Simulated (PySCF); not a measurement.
# CH6O3Si2: the cost of one run

Programs: PySCF 2.14.0, with density-fitted response routines of our own. Each step states its level of theory. These are calculated values for one molecule in the gas phase, unless marked as measured. Atoms are numbered from 0 throughout.

## (1) Starting geometry

12 atoms, charge 0, multiplicity 1; geometry from: GFN2-xTB. The atoms were then displaced at random by about 0.01 Å, so the start is not that level's minimum.

Bonds of the start (Å): O0–C1 1.21, C1–Si2 1.92, Si2–O3 1.64, O3–Si4 1.62, Si4–O5 1.62, C1–H6 1.10, Si2–H7 1.46, Si2–H8 1.43, Si4–H9 1.44, Si4–H10 1.45, O5–H11 0.97.

## (2) Relaxing the molecule at PBE0-D3(BJ)/def2-SVP

The job: settings as JSON, then the geometry in Å.

```
{"job": {"xc": "PBE0", "basis": "def2-SVP", "d3": "d3bj", "grid": 1, "shake": 0.01, "kind": "geom"}, "charge": 0, "multiplicity": 1}
O     -1.057240     1.095900     1.379260
C     -1.700520     0.166150     0.945140
Si    -0.999160    -1.093550    -0.325960
O      0.489340    -0.593350    -0.811690
Si     1.778220     0.380680    -0.676070
O      1.564540     1.412280     0.553740
H     -2.723180     0.015980     1.310770
H     -0.835610    -2.354380     0.390080
H     -1.878600    -1.103750    -1.448100
H      1.832570     1.067950    -1.941860
H      2.871820    -0.519120    -0.353820
H      0.697510     1.496920     0.969470
```

Run with:

```bash
> OMP_NUM_THREADS=1 python probes_run.py task.json out
```

The driver reads the jobs from task.json and runs them one after another.

**Question.** How long does this first job take on 1 thread of Arm Neoverse V1, shared host, and how much memory does it need?

About 1.8 min, with a peak of 0.51 GiB.
